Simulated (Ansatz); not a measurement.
**ZnCd7S8: gaps at several levels of theory**

An exercise on one series of results from a longer session: the logs are not shown, and one member is left open.

Computed with Ansatz 0.2.0 (DFT PBEsol, scalar-relativistic, plane waves, PAW, unless a step's input says otherwise).

That is the level of the relaxation; later steps name their own.

## The structure to begin with

Symmetry: P3m1, No. 156, trigonal system. The conventional cell has a = 8.218 Å, b = 8.218 Å, c = 6.670 Å, α = 90.00°, β = 90.00°, γ = 120.00°. Zn (site symmetry 3m) has 4 S at 2.50 to 2.51 Å as nearest neighbours. Around Cd (site symmetry m) lie 4 S at 2.50 to 2.51 Å. Around Cd (site symmetry 3m) lie 4 S at 2.50 to 2.51 Å. S (site symmetry 3m) is surrounded by 1 Zn at 2.50 Å and 3 Cd at 2.51 Å. S (site symmetry m) is surrounded by 4 Cd at 2.50 to 2.51 Å. S (site symmetry m) is surrounded by 3 Cd at 2.50 to 2.51 Å and 1 Zn at 2.51 Å. S (site symmetry 3m) has 4 Cd at 2.50 to 2.51 Å as nearest neighbours.

Coordinates:

```
CELL_PARAMETERS angstrom
0.00000 0.00000 -6.67018
4.10884 7.11671 0.00000
4.10884 -7.11671 0.00000
ATOMIC_POSITIONS crystal
Zn 0.00000 0.16667 0.33333
Cd 0.00000 0.16667 0.83333
Cd 0.00000 0.66667 0.33333
Cd 0.00000 0.66667 0.83333
Cd 0.50000 0.33333 0.66667
Cd 0.50000 0.33333 0.16667
Cd 0.50000 0.83333 0.66667
Cd 0.50000 0.83333 0.16667
S 0.62500 0.16667 0.33333
S 0.62500 0.16667 0.83333
S 0.62500 0.66667 0.33333
S 0.62500 0.66667 0.83333
S 0.12500 0.33333 0.66667
S 0.12500 0.33333 0.16667
S 0.12500 0.83333 0.66667
S 0.12500 0.83333 0.16667
```

Set-up of the first run:

(A quick probe on a coarse mesh, which set the mesh and smearing, is not shown.)

File input.yaml:

```yaml
crystal:
  lattice:
    - [0.0, 0.0, -6.67017636]
    - [4.10883656, 7.11671368, 0.0]
    - [4.10883656, -7.11671368, 0.0]
  atoms:
    - { symbol: Zn, position: [0.0, 0.16666667, 0.33333333] }
    - { symbol: Cd, position: [0.0, 0.16666667, 0.83333333] }
    - { symbol: Cd, position: [0.0, 0.66666667, 0.33333333] }
    - { symbol: Cd, position: [0.0, 0.66666667, 0.83333333] }
    - { symbol: Cd, position: [0.5, 0.33333333, 0.66666667] }
    - { symbol: Cd, position: [0.5, 0.33333333, 0.16666667] }
    - { symbol: Cd, position: [0.5, 0.83333333, 0.66666667] }
    - { symbol: Cd, position: [0.5, 0.83333333, 0.16666667] }
    - { symbol: S, position: [0.625, 0.16666667, 0.33333333] }
    - { symbol: S, position: [0.625, 0.16666667, 0.83333333] }
    - { symbol: S, position: [0.625, 0.66666667, 0.33333333] }
    - { symbol: S, position: [0.625, 0.66666667, 0.83333333] }
    - { symbol: S, position: [0.125, 0.33333333, 0.66666667] }
    - { symbol: S, position: [0.125, 0.33333333, 0.16666667] }
    - { symbol: S, position: [0.125, 0.83333333, 0.66666667] }
    - { symbol: S, position: [0.125, 0.83333333, 0.16666667] }
basis:
  ecutwfc: 420
kpoints:
  mp_grid: { grid: [4, 3, 3] }
hamiltonian:
  xc: pbesol
scf:
  occupations: { method: gaussian, width: 0.1 }
output:
  forces: true
  stress: true
  eigenvalues: true
relax:
  adjacent_minimum: "off"
  f_tol: 0.05
  max_steps: 80
  cell: { stress_tol: 0.5 }
```

The run is started by

```sh
$ ansatz run input.yaml --threads 4 --pin off --max-ram 10240MiB --backend cpu --events-out ev --progress --plain --runs-dir out
```

Among the steps run: Coarse relaxation; The relaxation; Band edges over the whole zone; The run at PBEsol; The run at PBEsol on the hybrid's mesh; The run at HSE06; The run at PBEsol, spin-orbit coupling; The run at r2SCAN.

One table of the session follows, with a row left open; its other results are not shown here.

| level | gap (eV) | least direct gap (eV) |
| --- | --- | --- |
| PBEsol | 1.16 | 1.16 |
| PBEsol on the hybrid's mesh | 1.16 | 1.16 |
| HSE06 | ? | ? |
| PBEsol, spin-orbit coupling | 1.15 | 1.15 |
| r2SCAN | 1.77 | 1.77 |

Estimate the missing values for HSE06.

As computed: gap (eV): 2.35; least direct gap (eV): 2.35. In the column «gap (eV)» it is the highest.

Gaps are by band count over the mesh and the named points; a gap of 0 means that the bands overlap or touch.
